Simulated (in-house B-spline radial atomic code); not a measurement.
# Tb⁶⁺: ionisation energy by several methods

One table from this session's results is given with a row withheld; the runs are named, their logs left out.

The numbers are computed with in-house B-spline radial atomic code version 1 (scalar-relativistic (X2C), several functionals, spin-polarised; spherical all-electron atom at the radial basis limit), except any that are marked as measured or tabulated.

## The atom as given

```
element       : terbium (Z = 65)
charge        : +6
electrons     : 59
configuration : [Kr] 4d10 4f8 5s2 5p3
nucleus       : Fermi, rms radius 5.060 fm
```

Outer shells as boxes (Hund's rule):

[Kr] 4d10 4f8 5s2 5p3
```
[Kr] core
4d [↑↓][↑↓][↑↓][↑↓][↑↓]
4f [↑↓][↑ ][↑ ][↑ ][↑ ][↑ ][↑ ]
5s [↑↓]
5p [↑ ][↑ ][↑ ]
```

Where spins are not typed, each open shell is filled with up spins first.

The first run:

The run's settings:

```ini
Z = 65
electrons = 59.0
configuration = [Kr] 4d10 4f8 5s2 5p3
hamiltonian = x2c
method = pw91,pw91
spin_polarised = True
nucleus = fermi
rms_radius = 5.06
mass_number = 159
atomic_mass = 158.925353707
speed_of_light = 137.035999084
```

Steps of the session up to this table: PW91, a GGA; SCAN, a meta-GGA; TPSS, a meta-GGA; revTPSS, a meta-GGA; PBE, a GGA; exchange-only LDA.

One table of the session follows, with a row left open; its other results are not shown here.

| method | ΔSCF (eV) |
| --- | --- |
| exchange-only LDA | 88.010 |
| PW91 | 90.051 |
| PBE | 89.893 |
| SCAN | 88.202 |
| TPSS | ? |
| revTPSS | 89.222 |

Estimate the missing values for TPSS.

**Answer.** ΔSCF (eV): 89.354. In the column «ΔSCF (eV)» it lies between revTPSS (89.222) and PBE (89.893).

Members of this set that are not shown: 12 used exact exchange with fractional occupations of an open shell, which is unsound here.

To keep in mind: Meta-GGA runs start from a PBE run whose iterations are not counted.
